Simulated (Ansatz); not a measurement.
# C₄H₅F₃O: one species, many methods

An exercise on one series of results from a longer session: the logs are not shown, and one member is left open.

Method: functionals in def2-TZVPP, the program's frozen cores in correlated methods; program: Ansatz 0.2.0, Gaussian basis.

Plan: LDA (SPW92), PBE-D4, revPBE-D4, BLYP-D4, r2SCAN-D4, B97M-V, PBE0-D4, B3LYP-D4, r2SCANh-D4, r2SCAN0-D4, HSE06-D4, BHLYP-D4, CAM-B3LYP-D4, LC-ωPBE, ωB97X-V, ωB97M-V, B2PLYP, PBE-QIDH; CCSD(T)/def2-SVP; MP2/def2-TZVPP; MP2/def2-QZVPP; RPA on PBE.

### The geometry

All runs share one geometry, relaxed beforehand with PBE0-D4 in a triple-zeta def2 set.

SMILES `F[C@@H]1C[C@H](F)O[C@H]1F`, 13 atoms, charge 0, spin multiplicity 1.

Atoms are counted from 1 here; the program's logs count them from 0.

Bond lengths: F1–C2 1.370 Å, C2–C3 1.519 Å, C2–O8 1.397 Å, C2–H9 1.092 Å, C3–C4 1.513 Å, C3–H10 1.091 Å, C3–H11 1.088 Å, C4–F5 1.378 Å, C4–C6 1.522 Å, C4–H12 1.090 Å, C6–F7 1.378 Å, C6–O8 1.382 Å, C6–H13 1.091 Å. Angles: F1–C2–C3 110.7°, F1–C2–O8 108.4°, F1–C2–H9 106.7°, C3–C2–O8 106.5°, C3–C2–H9 115.4°, O8–C2–H9 109.0°, C2–C3–C4 102.7°, C2–C3–H10 109.9°, C2–C3–H11 112.2°, C4–C3–H10 109.6°, C4–C3–H11 112.9°, H10–C3–H11 109.4°, C3–C4–F5 110.9°, C3–C4–C6 101.5°, C3–C4–H12 114.8°, F5–C4–C6 108.9°, F5–C4–H12 108.5°, C6–C4–H12 111.9° and more.

Geometry (Å):

```xyz
13

F    -1.6100   -1.5279    0.5244
C    -0.4577   -0.8845    0.8931
C     0.5489   -0.8921   -0.2438
C     0.2619    0.4142   -0.9517
F    -0.7806    0.2729   -1.8415
C    -0.1916    1.2941    0.2045
F     0.9206    1.8952    0.7519
O    -0.7622    0.4561    1.1439
H    -0.1198   -1.3523    1.8198
H     1.5634   -0.8756    0.1583
H     0.4313   -1.7593   -0.8909
H     1.1125    0.8448   -1.4810
H    -0.8964    2.0794   -0.0719
```

Set-up of the first run:

Input file in.yaml:

```yaml
crystal:
  periodic: [false, false, false]
  atoms:
    - {symbol: F, position_ang: [-1.609973, -1.527929, 0.524355]}
    - {symbol: C, position_ang: [-0.457743, -0.884523, 0.893073]}
    - {symbol: C, position_ang: [0.548906, -0.892065, -0.243821]}
    - {symbol: C, position_ang: [0.261862, 0.414237, -0.951724]}
    - {symbol: F, position_ang: [-0.780599, 0.272873, -1.841502]}
    - {symbol: C, position_ang: [-0.191556, 1.294075, 0.204516]}
    - {symbol: F, position_ang: [0.920628, 1.895233, 0.751878]}
    - {symbol: O, position_ang: [-0.762153, 0.456082, 1.143873]}
    - {symbol: H, position_ang: [-0.119837, -1.352258, 1.819799]}
    - {symbol: H, position_ang: [1.563433, -0.875636, 0.158349]}
    - {symbol: H, position_ang: [0.431305, -1.759255, -0.890904]}
    - {symbol: H, position_ang: [1.112510, 0.844835, -1.480957]}
    - {symbol: H, position_ang: [-0.896383, 2.079432, -0.071934]}
basis:
  gaussian: {orbitals: def2-TZVPP}
hamiltonian: {xc: lda}
output: {orbitals: {seedname: orbitals}}
```

The run is started by

```bash
$ ansatz run in.yaml --threads 4 --pin off --events-out ev --progress --plain --max-ram 11315MiB
```

Among the steps run: LDA; PBE-D4 (GGA); revPBE-D4 (GGA); BLYP-D4 (GGA); r2SCAN-D4 (meta-GGA); B97M-V (meta-GGA); B3LYP-D4 (hybrid); r2SCANh-D4 (hybrid); r2SCAN0-D4 (hybrid); HSE06-D4 (hybrid); BHLYP-D4 (hybrid); CAM-B3LYP-D4 (range-separated); LC-ωPBE (range-separated); ωB97X-V (range-separated); ωB97M-V (range-separated); B2PLYP (double hybrid); PBE-QIDH (double hybrid).

One table of the session follows, with a row left open; its other results are not shown here.

It belongs to the step «Orbital energies across the functionals». 

```
  functional  HOMO (eV)  LUMO (eV)  gap (eV)
 LDA (SPW92)      -7.90      -0.02      7.88
      PBE-D4      -7.70       0.22      7.92
   revPBE-D4      -7.62       0.30      7.92
     BLYP-D4      -7.63       0.23      7.86
   r2SCAN-D4      -8.07       0.74      8.81
      B97M-V      -8.23       0.47      8.69
     PBE0-D4      -9.39       1.13     10.52
    B3LYP-D4      -9.16       0.77      9.92
  r2SCANh-D4      -8.70       1.11      9.81
  r2SCAN0-D4      -9.65       1.60     11.25
    HSE06-D4      -8.98       0.75      9.74
    BHLYP-D4     -11.04       1.74     12.77
CAM-B3LYP-D4          ?          ?         ?
     LC-ωPBE     -12.19       3.22     15.42
     ωB97X-V     -11.87       3.05     14.91
     ωB97M-V     -11.80       2.60     14.39
```

Q: Estimate the row for CAM-B3LYP-D4 from the others.

As computed: HOMO (eV): -10.90; LUMO (eV): 1.90; gap (eV): 12.80. In the column «HOMO (eV)» it lies between BHLYP-D4 (-11.04) and r2SCAN0-D4 (-9.65).
